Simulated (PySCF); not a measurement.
# Cl3HSn: the cost of one run

Computed with PySCF 2.14.0. Level: levels as typed in each script, gas phase, geometry from GFN2-xTB.

## Step 1: The starting structure

SMILES `Cl[SnH](Cl)Cl`, 5 atoms, charge 0, spin multiplicity 1.

Bond lengths: Cl1–Sn2 2.303 Å, Sn2–Cl3 2.303 Å, Sn2–Cl4 2.303 Å, Sn2–H5 1.742 Å. Angles: Cl1–Sn2–Cl3 106.6°, Cl1–Sn2–Cl4 106.6°, Cl1–Sn2–H5 112.3°, Cl3–Sn2–Cl4 106.6°, Cl3–Sn2–H5 112.2°, Cl4–Sn2–H5 112.2°.

Coordinates:

```mol
Cl3HSn
  3D, bonds by distance, orders not assigned

  5  4  0  0  0  0  0  0  0  0999 V2000
    0.7219    2.0062   -0.4519 Cl  0  0
   -0.0001   -0.0001    0.4180 Sn  0  0
    1.3767   -1.6278   -0.4522 Cl  0  0
   -2.0984   -0.3778   -0.4522 Cl  0  0
   -0.0003   -0.0022    2.1597 H   0  0
  1  2  8  0
  2  3  8  0
  2  4  8  0
  2  5  8  0
M  END
```

## Step 2: Density, bond paths and surface potential (PBE0/def2-tzvp)

Contents of input.py:

```python
import numpy as np
from pyscf import gto, scf, dft
from pyscf.scf import atom_ks, atom_hf
from scipy.linalg import block_diag

def solve(mol, dm0=None, hcore=None):
    mf = (dft.UKS if mol.spin else dft.RKS)(mol, xc='pbe0')
    mf.grids.level = 3
    mf = mf.density_fit(auxbasis='def2-universal-jkfit')
    mf.conv_tol, mf.max_cycle = 1e-8, 80
    if hcore is not None:
        mf.get_hcore = lambda *args: hcore
    mf.kernel(dm0)
    if not mf.converged:
        mf = mf.newton().run(mf.mo_coeff, mf.mo_occ, max_cycle=30)
    assert mf.converged, 'SCF not converged'
    return mf

mol = gto.M(atom='''
Cl     0.72191     2.00622    -0.45187
Sn    -0.00007    -0.00015     0.41796
Cl     1.37672    -1.62784    -0.45224
Cl    -2.09842    -0.37780    -0.45222
H     -0.00034    -0.00217     2.15975
''', basis='def2-tzvp', ecp={'Sn': 'def2-tzvp'}, charge=0, spin=0, verbose=4)
mf = solve(mol)
mf.analyze()
# spherically averaged free atoms, for the promolecule
atom_ks.AtomSphAverageRKS.init_guess_by_vsap = lambda self, mol=None: self.init_guess_by_minao(mol)  # core potentials
atm = atom_ks.get_atm_nrks(mol, xc='pbe0')
pro = block_diag(*[(atm[a[0]][2] * atm[a[0]][3]) @ atm[a[0]][2].T for a in mol._atom])
np.savez('result.npz', e=mf.e_tot, c=mf.mo_coeff, occ=mf.mo_occ, eps=mf.mo_energy, pro=pro, dip=mf.dip_moment(verbose=0), s2=mf.spin_square()[0])
```

The run is started by

```sh
OMP_NUM_THREADS=1 python input.py
```

**Question.** How long does this run take on 1 thread of Arm Neoverse V1, shared host, and how much memory does it need?

About 21 s, with a peak of 0.62 GiB.
